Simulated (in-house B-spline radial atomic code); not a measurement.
# W⁵⁵⁺: excited configurations in jj coupling

How much energy does it take to promote electrons of W⁵⁵⁺ to other shells? Each configuration is solved by itself and compared with the reference.

Method: Dirac-Hartree-Fock, average of configuration, Fermi nucleus, basis-set limit. Code: in-house B-spline radial atomic code version 1.

**1. The system**

- element: tungsten (Z = 74)
- charge: +55
- electrons: 19
- configuration: 1s2 2s2 2p6 3s2 3p6 3d-1
- Hamiltonian: Dirac-Coulomb
- nucleus: Fermi, rms radius 5.366 fm

In configurations, a minus sign after the shell means j = l − 1/2 and a plus sign j = l + 1/2; the count of electrons follows.

Settings, as recorded:

```ini
Z = 74
electrons = 19.0
configuration = 1s2 2s2 2p6 3s2 3p6 3d-1
hamiltonian = dirac
method = hf
spin_polarised = False
nucleus = fermi
rms_radius = 5.3658
mass_number = 184
atomic_mass = 183.95093318
speed_of_light = 137.035999084
```

From the earlier run of the reference: total energy -13149.995618 hartree. Levels, eight at most:

```
orbital  occupation  energy (eV)  <r> (bohr)
  1s1/2           2     -73880.7     0.01834
  2s1/2           2     -16008.1     0.07621
  2p1/2           2     -15482.6     0.06312
  2p3/2           4     -14099.6     0.07076
  3s1/2           2     -6172.48      0.1881
  3p1/2           2     -5959.34      0.1774
  3p3/2           4     -5602.76      0.1894
  3d3/2           1     -5347.41      0.1626
```

**2. 1s2 2s2 2p6 3s2 3p6 7p-1**

Settings, as recorded:

```ini
Z = 74
electrons = 19.0
configuration = 1s2 2s2 2p6 3s2 3p6 7p-1
hamiltonian = dirac
method = hf
spin_polarised = False
nucleus = fermi
rms_radius = 5.3658
mass_number = 184
atomic_mass = 183.95093318
speed_of_light = 137.035999084
```

**3. 1s2 2s2 2p6 3s2 3p-2 3p+3 3d+1 6g+1**

The settings differ from step 2 so:

```diff
@@ -2,3 +2,3 @@
 electrons = 19.0
-configuration = 1s2 2s2 2p6 3s2 3p6 7p-1
+configuration = 1s2 2s2 2p6 3s2 3p-2 3p+3 3d+1 6g+1
 hamiltonian = dirac
```

**4. Configuration 1s2 2s2 2p6 3s2 3p6 5f+1**

The settings differ from step 3 so:

```diff
@@ -2,3 +2,3 @@
 electrons = 19.0
-configuration = 1s2 2s2 2p6 3s2 3p-2 3p+3 3d+1 6g+1
+configuration = 1s2 2s2 2p6 3s2 3p6 5f+1
 hamiltonian = dirac
```

**5. Configuration 1s2 2s2 2p6 3s2 3p-1 3p+4 3d+1 6f+1**

The settings differ from step 4 so:

```diff
@@ -2,3 +2,3 @@
 electrons = 19.0
-configuration = 1s2 2s2 2p6 3s2 3p6 5f+1
+configuration = 1s2 2s2 2p6 3s2 3p-1 3p+4 3d+1 6f+1
 hamiltonian = dirac
```

**6. Configuration 1s2 2s2 2p6 3s2 3p6 4f+1**

The settings differ from step 5 so:

```diff
@@ -2,3 +2,3 @@
 electrons = 19.0
-configuration = 1s2 2s2 2p6 3s2 3p-1 3p+4 3d+1 6f+1
+configuration = 1s2 2s2 2p6 3s2 3p6 4f+1
 hamiltonian = dirac
```

**7. Configuration 1s2 2s2 2p6 3s2 3p6 3d+1**

The settings differ from step 6 so:

```diff
@@ -2,3 +2,3 @@
 electrons = 19.0
-configuration = 1s2 2s2 2p6 3s2 3p6 4f+1
+configuration = 1s2 2s2 2p6 3s2 3p6 3d+1
 hamiltonian = dirac
```

**Question.** How far above the reference does each configuration lie (order and size, in eV)?

**Answer**, as computed:

| net move | configuration | energy above the reference (eV) | with Breit, QED, recoil (eV) | largest <r> (bohr) |
| --- | --- | --- | --- | --- |
| 3d3/2 → 3d5/2 | 1s2 2s2 2p6 3s2 3p6 3d+1 | 79.199 | 77.472 | 0.189 |
| 3d3/2 → 4f7/2 | 1s2 2s2 2p6 3s2 3p6 4f+1 | 2610.77 | 2606.84 | 0.308 |
| 3d3/2 → 5f7/2 | 1s2 2s2 2p6 3s2 3p6 5f+1 | 3600.81 | 3596.88 | 0.546 |
| 3d3/2 → 7p1/2 | 1s2 2s2 2p6 3s2 3p6 7p-1 | 4394.45 | 4391.13 | 1.18 |
| 3d3/2, 3p3/2 → 3d5/2, 6g9/2 | 1s2 2s2 2p6 3s2 3p-2 3p+3 3d+1 6g+1 | 4494.49 | 4486.29 | 0.779 |
| 3d3/2, 3p1/2 → 3d5/2, 6f7/2 | 1s2 2s2 2p6 3s2 3p-1 3p+4 3d+1 6f+1 | 4820.97 | 4809.20 | 0.837 |

The energies run from 79.199 eV (3d3/2 → 3d5/2) to 4820.97 eV (3d3/2, 3p1/2 → 3d5/2, 6f7/2). These are averages over configurations, without correlation, not spectroscopic levels.
